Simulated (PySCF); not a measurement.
# C₄H₁₀N₂Si: magnetic properties

Programs: PySCF 2.14.0, with routines of our own; each step states its level. All values are computed. Atoms count from 0.

## 1. The starting structure

17 atoms, charge 0, multiplicity 1; geometry from: GFN2-xTB.

## 2. Magnetic properties: GIAO CAM-B3LYP/pcSseg-1

Job settings and geometry (Å):

```
{"job": {"kind": "mag", "xc": "CAM-B3LYP", "basis": "pcSseg-1", "isotopologues": 2}, "charge": 0, "multiplicity": 1}
C     -3.980114    -0.602589     0.290091
C     -2.812007    -0.046261     0.592246
C     -1.622693    -0.219521    -0.221205
N     -0.527385     0.302995     0.103873
Si     1.007635     0.316439    -0.675389
N      2.066712     0.116158     0.659375
C      3.497254     0.190830     0.526024
H     -4.099374    -1.214141    -0.590254
H     -4.854502    -0.472377     0.904690
H     -2.688793     0.566596     1.474048
H     -1.755902    -0.838848    -1.120176
H      1.320822    -0.763946    -1.618856
H      1.052893     1.605980    -1.385566
H      1.748210     0.468572     1.549556
H      3.788031    -0.303786    -0.398450
H      3.985321    -0.317329     1.360499
H      3.866896     1.223259     0.487970
```

Level: GIAO CAM-B3LYP/pcSseg-1 magnetisability, rotational g tensor and spin-rotation constants, non-relativistic, gas phase.

Run with:

```bash
$ OMP_NUM_THREADS=1 python excited_run.py task.json out
```

This one command runs all jobs of the session in turn.

Q: Estimate the wall time and peak memory of this first job on 1 thread of Arm Neoverse V2, shared host.

About 34 s, with a peak of 0.95 GiB.
